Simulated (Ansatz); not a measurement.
The system is Ba2CrN2.

```
Ba Cr N
1.0
    -2.08287    2.08287    6.68276
     2.08287   -2.08287    6.68276
     2.08287    2.08287   -6.68276
Ba Cr N
2 1 2
Direct
  0.85359 0.85359 0.00000
  0.14641 0.14641 0.00000
  0.50000 0.50000 0.00000
  0.36686 0.36686 0.00000
  0.63314 0.63314 0.00000
```

The cell comes from a database or a generator and needn't be the stable form of this composition.

```yaml
Program: Ansatz 0.2.0
Task: single point
Functional: PBE
Potentials_or_basis: Ansatz PAW
Cutoff: "420 eV (not typed: the program's choice for these potentials)"
k_mesh: 9 × 9 × 9
Occupations: fermi-dirac, width 0.05 eV
Spin: collinear spin, ferromagnetic start
Starting_moments: "[0.0, 0.0, 3.0, 0.0, 0.0] μB"
```

On this cell: pressure -1.1 GPa; largest force 0.097 eV/Å; net moment 2.00 μB per cell; site moments Ba -0.01; Cr +1.56; N -0.10 μB; band gap on the k mesh none (metal or under the smearing width).

The same run follows on a disturbed copy (atoms moved at random, drawn with an rms of 0.05 Å):

```
Ba Cr N
1.0
    -2.08287    2.08287    6.68276
     2.08287   -2.08287    6.68276
     2.08287    2.08287   -6.68276
Ba Cr N
2 1 2
Direct
  0.85554 0.85256 0.99444
  0.15131 0.14899 0.01317
  0.49949 0.49400 0.99468
  0.36314 0.36908 0.99957
  0.62152 0.62230 0.98157
```

**Question.** What does the disturbed cell give?

**Answer.** The energy (extrapolated to zero smearing) moves by +3.8 meV/atom; pressure -0.7 GPa; largest force 0.315 eV/Å; net moment 2.00 μB per cell; site moments Ba -0.00; Cr +1.53; N -0.10 μB; band gap on the k mesh none (metal or under the smearing width).

Forces on the atoms (eV/Å):
```
Ba   0.010  0.020 -0.314
Ba  -0.096 -0.082  0.268
Cr   0.082  0.030 -0.258
N   -0.026  0.003  0.066
N    0.031  0.030  0.238
```

Stress tensor (GPa, compression positive):
```
-0.96  0.06 -0.01
 0.06 -0.96 -0.02
-0.01 -0.02 -0.10
```

Caveats: a cell with one magnetic atom can't hold antiferromagnetic order, which such compounds often take.
